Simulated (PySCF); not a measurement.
# CF3C(O)NH2: electronic excitations and core binding energies

What electronic excitations and core binding energies should CF3C(O)NH2 (`NC(=O)C(F)(F)F`) show?

Computed with PySCF 2.14.0, with density-fitted response routines of our own, on a single molecule in the gas phase. Atoms are numbered from 0 throughout.

**1. The starting structure**

9 atoms, charge 0, multiplicity 1; geometry from: GFN2-xTB.

Bonds of the start (Å): N0–C1 1.34, C1–O2 1.20, C1–C3 1.56, C3–F4 1.32, C3–F5 1.34, C3–F6 1.35, N0–H7 1.01, N0–H8 1.01.

**2. Excited states and response: CAM-B3LYP/def2-SVPD**

What the job is given:

```
{"job": {"kind": "uv", "xc": "CAM-B3LYP", "basis": "def2-SVPD", "nstates": 8, "ntriplets": 3}, "charge": 0, "multiplicity": 1}
N      1.264327    -0.452000    -0.166749
C      0.419469     0.580344    -0.030386
O      0.707383     1.743810    -0.011605
C     -1.053018     0.086647     0.121973
F     -1.933988     1.075168     0.097066
F     -1.213280    -0.582390     1.277637
F     -1.377728    -0.777999    -0.858114
H      2.248056    -0.259233    -0.270172
H      0.952340    -1.408353    -0.184829
```

With the program's defaults for keys left out, this is: TDDFT CAM-B3LYP/def2-SVPD, vertical, gas phase, core orbitals frozen in the response.

What it wrote:

```text
coarse grid: 8824 points
cycle   1  E = -506.0821982974  dE =  1.417e+00  |g| = 1.226e+00  |ddm| = 3.691e+00
cycle   2  E = -505.6118152222  dE =  4.704e-01  |g| = 2.078e+00  |ddm| = 2.750e+00
cycle   3  E = -506.3654369968  dE = -7.536e-01  |g| = 2.159e-01  |ddm| = 1.810e+00
cycle   4  E = -506.3722413813  dE = -6.804e-03  |g| = 1.047e-01  |ddm| = 2.537e-01
cycle   5  E = -506.3741793940  dE = -1.938e-03  |g| = 1.135e-02  |ddm| = 9.657e-02
cycle   6  E = -506.3742075796  dE = -2.819e-05  |g| = 4.202e-03  |ddm| = 1.719e-02
cycle   7  E = -506.3742122714  dE = -4.692e-06  |g| = 1.178e-03  |ddm| = 7.471e-03
final grid: 90176 points
cycle   8  E = -506.4465714702  dE = -2.403e-05  |g| = 5.323e-03  |ddm| = 4.423e-02
cycle   9  E = -506.4465666135  dE =  4.857e-06  |g| = 7.594e-03  |ddm| = 1.020e-02
cycle  10  E = -506.4465765833  dE = -9.970e-06  |g| = 8.334e-04  |ddm| = 5.769e-03
cycle  11  E = -506.4465767028  dE = -1.195e-07  |g| = 2.421e-04  |ddm| = 9.118e-04
cycle  12  E = -506.4465767148  dE = -1.205e-08  |g| = 6.374e-05  |ddm| = 2.906e-04
cycle  13  E = -506.4465767157  dE = -9.022e-10  |g| = 1.939e-05  |ddm| = 8.026e-05
converged SCF energy = -506.4465767157

Static polarisability (au): isotropic 39.472, principal 31.512 41.178 45.727

Singlet excitations
state   eV       nm        f      main configurations
  1   5.6127    220.9   0.00045   H->L 0.98
  2   7.5117    165.1   0.15266   H-1->L 0.86, H->L+1 0.09
  3   7.8733    157.5   0.01156   H-1->L+1 0.92
  4   8.2183    150.9   0.09671   H->L+1 0.78, H->L+3 0.10
  5   9.0055    137.7   0.00011   H-1->L+2 0.49, H-1->L+3 0.24, H-1->L+5 0.19
  6   9.1419    135.6   0.02493   H->L+2 0.59, H->L+3 0.21, H->L+5 0.11
  7   9.3381    132.8   0.07821   H->L+3 0.60, H->L+2 0.27
  8   9.3978    131.9   0.00733   H-1->L+3 0.67, H-1->L+2 0.18

Triplet excitations (Tamm-Dancoff, eV): 5.0898 5.3166 7.5410
```

It took 16 s on 1 thread, shared host.

The orbitals next to the gap, with their largest atomic shares:

```csv
orbital,eV,atoms
HOMO−3,-13.87,"F4 37 %, F5 28 %, F6 23 %"
HOMO−2,-13.69,"O2 26 %, F4 26 %, C1 15 %"
HOMO−1,-10.40,"N0 48 %, O2 33 %, C1 11 %"
HOMO,-10.12,"O2 67 %, C1 11 %, C3 8 %"
LUMO,0.45,"C1 35 %, O2 28 %, N0 14 %"
LUMO+1,0.93,"H8 23 %, H7 16 %, N0 16 %"
LUMO+2,1.89,"H7 24 %, C3 16 %, F4 12 %"
```

With each of the 8 states as a Gaussian band of 0.4 eV half-width at 1/e, the curve within the window shown has maxima at 164 nm (ε 6,600), 133 nm (ε 4,300) L/(mol cm). Beyond the last state computed it falls off for lack of states. The curve at chosen wavelengths:

```tsv
nm	ε (L/mol/cm)
128	1726
133	4263
138	2596
142	1448
147	3015
152	4554
157	4937
161	6021
166	6431
171	4177
176	1645
180	570
185	109
190	15
195	2
199	2
204	5
209	9
214	15
218	18
223	18
228	15
233	11
237	7
242	4
247	2
```

Ground-state properties from the same run:

```csv
property,computed
dipole moment (D),3.94
polarisability (Å³),5.85
HOMO–LUMO gap (eV),10.58
−ε(HOMO) (eV),10.12
```

**3. X-ray photoelectron lines: SCAN, X2C**

Same as in step 2 but for these lines:

```diff
@@ -1,2 +1,2 @@
-{"job": {"kind": "uv", "xc": "CAM-B3LYP", "basis": "def2-SVPD", "nstates": 8, "ntriplets": 3}, "charge": 0, "multiplicity": 1}
+{"job": {"kind": "xps"}, "charge": 0, "multiplicity": 1}
 N      1.264327    -0.452000    -0.166749
```

With the program's defaults for keys left out, this is: delta-SCF UKS SCAN, pcX-2 on the ionised atom, pcseg-1 elsewhere, spin-free X2C.

What it wrote:

```text
ground state, core basis on atom 0 (N), 139 functions
  cycle   1  E = -506.86542021  |g| = 1.10e+00
  cycle   2  E = -505.66771860  |g| = 2.68e+00
  cycle   3  E = -507.05025719  |g| = 4.37e-01
  cycle   4  E = -507.08159614  |g| = 1.82e-01
  cycle   5  E = -507.08781039  |g| = 3.85e-02
  cycle   6  E = -507.08815176  |g| = 1.04e-02
  cycle   7  E = -507.08817318  |g| = 4.28e-03
  cycle   8  E = -507.08817745  |g| = 1.04e-03
  cycle   9  E = -507.08817605  |g| = 4.14e-04
  E(ground) = -507.08742665 Eh
hole in N 1s of atom 0
  cycle   1  E = -491.44120356  |g| = 1.86e+00
  cycle   2  E = -490.55345473  |g| = 2.25e+00
  cycle   3  E = -491.83529190  |g| = 8.54e-01
  cycle   4  E = -491.98902968  |g| = 5.94e-01
  cycle   5  E = -492.12439685  |g| = 6.08e-02
  cycle   6  E = -492.12560539  |g| = 2.41e-02
  cycle   7  E = -492.12580576  |g| = 9.48e-03
  cycle   8  E = -492.12583129  |g| = 4.43e-03
  cycle   9  E = -492.12583791  |g| = 9.85e-04
  cycle  10  E = -492.12583825  |g| = 5.51e-04
  cycle  11  E = -492.12584009  |g| = 2.62e-04
  E(ion) = -492.12465600 Eh   <S^2> = 0.7643   hole on atom = 1.000   binding energy = 407.158 eV
ground state, core basis on atom 1 (C), 139 functions
  cycle   1  E = -507.08276440  |g| = 5.76e-02
  cycle   2  E = -507.08277219  |g| = 1.36e-02
  cycle   3  E = -507.08275789  |g| = 1.66e-02
  cycle   4  E = -507.08280823  |g| = 2.65e-03
  cycle   5  E = -507.08280770  |g| = 1.03e-03
  cycle   6  E = -507.08281013  |g| = 3.18e-04
  E(ground) = -507.08428695 Eh
hole in C 1s of atom 1
  cycle   1  E = -495.69587473  |g| = 1.51e+00
  cycle   2  E = -494.32512397  |g| = 2.28e+00
  cycle   3  E = -496.11441953  |g| = 5.76e-01
  cycle   4  E = -496.16623131  |g| = 4.20e-01
  cycle   5  E = -496.17532336  |g| = 3.65e-01
  cycle   6  E = -496.23108140  |g| = 8.23e-02
  cycle   7  E = -496.23397487  |g| = 1.46e-02
  cycle   8  E = -496.23407658  |g| = 4.99e-03
  cycle   9  E = -496.23409288  |g| = 2.91e-03
  cycle  10  E = -496.23409798  |g| = 1.70e-03
  cycle  11  E = -496.23410099  |g| = 8.24e-04
  cycle  12  E = -496.23410091  |g| = 3.96e-04
  E(ion) = -496.23585340 Eh   <S^2> = 0.7756   hole on atom = 1.000   binding energy = 295.201 eV
ground state, core basis on atom 2 (O), 139 functions
  cycle   1  E = -507.10331394  |g| = 1.00e-01
  cycle   2  E = -507.10113918  |g| = 1.15e-01
  cycle   3  E = -507.10247173  |g| = 7.90e-02
  cycle   4  E = -507.10366469  |g| = 5.73e-03
  cycle   5  E = -507.10367248  |g| = 1.19e-03
  cycle   6  E = -507.10367114  |g| = 3.98e-04
  E(ground) = -507.10208030 Eh
hole in O 1s of atom 2
  cycle   1  E = -486.49688063  |g| = 2.22e+00
  cycle   2  E = -485.87783006  |g| = 2.27e+00
  cycle   3  E = -487.11623823  |g| = 6.94e-01
  cycle   4  E = -487.17116841  |g| = 5.52e-01
  cycle   5  E = -487.31558511  |g| = 9.01e-02
  cycle   6  E = -487.31878982  |g| = 3.52e-02
  cycle   7  E = -487.31926577  |g| = 1.28e-02
  cycle   8  E = -487.31931741  |g| = 4.36e-03
  cycle   9  E = -487.31932657  |g| = 1.82e-03
  cycle  10  E = -487.31932938  |g| = 1.03e-03
  cycle  11  E = -487.31933124  |g| = 7.38e-04
  cycle  12  E = -487.31933129  |g| = 4.10e-04
  E(ion) = -487.32092700 Eh   <S^2> = 0.7666   hole on atom = 1.000   binding energy = 538.273 eV
ground state, core basis on atom 3 (C), 139 functions
  cycle   1  E = -507.08747628  |g| = 9.77e-02
  cycle   2  E = -507.08109309  |g| = 1.96e-01
  cycle   3  E = -507.08848952  |g| = 3.05e-02
  cycle   4  E = -507.08862222  |g| = 1.79e-02
  cycle   5  E = -507.08868516  |g| = 1.45e-03
  cycle   6  E = -507.08868762  |g| = 5.39e-04
  cycle   7  E = -507.08868699  |g| = 1.10e-04
  E(ground) = -507.08917011 Eh
hole in C 1s of atom 3
  cycle   1  E = -495.57569614  |g| = 1.50e+00
  cycle   2  E = -488.23444405  |g| = 3.77e+00
  cycle   3  E = -495.58144645  |g| = 1.12e+00
  cycle   4  E = -495.97767320  |g| = 5.95e-01
  cycle   5  E = -496.04789823  |g| = 3.63e-01
  cycle   6  E = -496.09600106  |g| = 1.76e-01
  cycle   7  E = -496.10754864  |g| = 2.33e-02
  cycle   8  E = -496.10770620  |g| = 1.20e-02
  cycle   9  E = -496.10774461  |g| = 7.38e-03
  cycle  10  E = -496.10776367  |g| = 1.44e-03
  cycle  11  E = -496.10776545  |g| = 1.18e-03
  cycle  12  E = -496.10776673  |g| = 4.34e-04
  E(ion) = -496.11195167 Eh   <S^2> = 0.7726   hole on atom = 1.000   binding energy = 298.705 eV
ground state, core basis on atom 4 (F), 139 functions
  cycle   1  E = -507.11921946  |g| = 1.19e-01
  cycle   2  E = -507.11877472  |g| = 7.06e-02
  cycle   3  E = -507.11882301  |g| = 6.77e-02
  cycle   4  E = -507.11942878  |g| = 1.01e-02
  cycle   5  E = -507.11944990  |g| = 1.74e-03
  cycle   6  E = -507.11944997  |g| = 5.71e-04
  cycle   7  E = -507.11945297  |g| = 9.26e-05
  E(ground) = -507.12254489 Eh
hole in F 1s of atom 4
  cycle   1  E = -480.71189049  |g| = 2.58e+00
  cycle   2  E = -479.18612510  |g| = 2.64e+00
  cycle   3  E = -481.04384132  |g| = 1.11e+00
  cycle   4  E = -481.54089752  |g| = 3.87e-01
  cycle   5  E = -481.57058839  |g| = 2.26e-01
  cycle   6  E = -481.58281698  |g| = 1.29e-01
  cycle   7  E = -481.58911785  |g| = 4.03e-02
  cycle   8  E = -481.58981896  |g| = 6.72e-03
  cycle   9  E = -481.58983221  |g| = 4.40e-03
  cycle  10  E = -481.58983863  |g| = 7.83e-04
  cycle  11  E = -481.58983883  |g| = 3.80e-04
  E(ion) = -481.60036839 Eh   <S^2> = 0.7570   hole on atom = 1.000   binding energy = 694.494 eV
```

It took 24 s on 1 thread, shared host.

Binding energies by hole, beside the orbital energy of the ground state; the difference holds orbital relaxation and, for a density functional, its self-interaction error:

```csv
hole,stands for,environment,ΔSCF (eV),−ε (eV),⟨S²⟩
N1s on N0,N0,amide-type nitrogen,407.16,387.6,0.764
C1s on C1,C1,amide carbonyl carbon,295.20,277.5,0.776
O1s on O2,O2,amide-type carbonyl oxygen,538.27,516.7,0.767
C1s on C3,C3,CF3 carbon,298.71,280.9,0.773
F1s on F4,"F4, F5, F6",fluorine of a CF3 group,694.49,668.2,0.757
```

Each hole run stands for the others of its class of like atoms.

**4. What came out**

```
                                quantity                        value
    lowest singlet (CAM-B3LYP/def2-SVPD)  5.61 eV (221 nm), f = 0.000
brightest single state of those computed  state 2, 7.51 eV, f = 0.153
                          lowest triplet                      5.09 eV
        C1s binding energies, SCAN/pcX-2      C3 298.71, C1 295.20 eV
        N1s binding energies, SCAN/pcX-2                 N0 407.16 eV
        O1s binding energies, SCAN/pcX-2                 O2 538.27 eV
        F1s binding energies, SCAN/pcX-2                 F4 694.49 eV
```

What this shows: The first singlet state (HOMO→LUMO 0.98) lies at 5.61 eV and is dark; of the 8 states computed, the strongest absorption comes from state 2 at 7.51 eV. The lowest triplet lies 0.52 eV below the lowest singlet (triplets in Tamm-Dancoff, singlets in full TDDFT). The C1s levels kept as sound span 3.50 eV, from C1 (amide carbonyl carbon) up to C3 (CF3 carbon).
